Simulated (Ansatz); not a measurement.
# C2H8FNSi: how energies converge with the basis set

One table from this session's results is given with a row withheld; the runs are named, their logs left out.

The runs use Ansatz 0.2.0, Gaussian basis; one geometry, several basis sets.

Plan: PBE0-D4/def2-SVP; ωB97M-V/def2-SVP; PBE0-D4/def2-QZVPP; ωB97M-V/def2-QZVPP; the functionals' def2-TZVPP values are taken from earlier runs.

## Structure used throughout

An earlier PBE0-D4 in a triple-zeta def2 set relaxation fixed the geometry.

SMILES `CC[SiH](N)F`, 13 atoms, charge 0, spin multiplicity 1.

Atoms are counted from 1 here; the program's logs count them from 0.

Bond lengths: C1–C2 1.527 Å, C1–H6 1.092 Å, C1–H7 1.093 Å, C1–H8 1.093 Å, C2–Si3 1.859 Å, C2–H9 1.095 Å, C2–H10 1.097 Å, Si3–N4 1.701 Å, Si3–F5 1.611 Å, Si3–H11 1.484 Å, N4–H12 1.007 Å, N4–H13 1.007 Å. Angles: C2–C1–H6 111.3°, C2–C1–H7 111.5°, C2–C1–H8 111.4°, H6–C1–H7 107.8°, H6–C1–H8 107.3°, H7–C1–H8 107.4°, C1–C2–Si3 113.9°, C1–C2–H9 110.8°, C1–C2–H10 110.2°, Si3–C2–H9 107.7°, Si3–C2–H10 108.1°, H9–C2–H10 105.9°, C2–Si3–N4 110.2°, C2–Si3–F5 106.7°, C2–Si3–H11 114.1°, N4–Si3–F5 113.4°, N4–Si3–H11 107.5°, F5–Si3–H11 105.0° and more.

The first run:

File in.yaml:

```yaml
crystal:
  periodic: [false, false, false]
  atoms:
    - {symbol: C, position_ang: [-0.518921, -1.028262, 1.569676]}
    - {symbol: C, position_ang: [0.468522, -0.417817, 0.577347]}
    - {symbol: Si, position_ang: [-0.340983, 0.435531, -0.861945]}
    - {symbol: N, position_ang: [0.833205, 1.192712, -1.832359]}
    - {symbol: F, position_ang: [-1.419510, 1.461490, -0.245448]}
    - {symbol: H, position_ang: [-1.177818, -0.266529, 1.991768]}
    - {symbol: H, position_ang: [-0.003066, -1.519102, 2.398333]}
    - {symbol: H, position_ang: [-1.154071, -1.777958, 1.090270]}
    - {symbol: H, position_ang: [1.139443, -1.184896, 0.175636]}
    - {symbol: H, position_ang: [1.113761, 0.309675, 1.085127]}
    - {symbol: H, position_ang: [-1.127357, -0.468177, -1.736996]}
    - {symbol: H, position_ang: [1.588847, 1.723862, -1.431796]}
    - {symbol: H, position_ang: [0.618347, 1.504871, -2.764814]}
basis:
  gaussian: {orbitals: def2-SVP}
hamiltonian: {xc: pbe0, dispersion: d4}
output: {orbitals: {seedname: orbitals}}
```

Launch:

```console
$ ansatz run in.yaml --threads 4 --pin off --events-out ev --progress --plain --max-ram 10444MiB
```

Steps of the session up to this table: PBE0-D4 in def2-SVP; ωB97M-V in def2-SVP; PBE0-D4 in def2-QZVPP; ωB97M-V in def2-QZVPP.

One of the session's tables, all rows but one given; the rest of the session is left out.

It belongs to the step «Functionals by basis». 

```
functional       basis  HOMO (eV)  LUMO (eV)
   PBE0-D4    def2-SVP      -7.68       1.61
   PBE0-D4  def2-TZVPP      -7.90       0.86
   PBE0-D4  def2-QZVPP      -7.94       0.49
   ωB97M-V    def2-SVP     -10.11       3.26
   ωB97M-V  def2-TZVPP     -10.34       2.26
   ωB97M-V  def2-QZVPP          ?          ?
```

Q: Estimate the row for ωB97M-V, def2-QZVPP from the others.

The run gave: HOMO (eV): -10.38; LUMO (eV): 1.65. In the column «HOMO (eV)» it is the lowest.
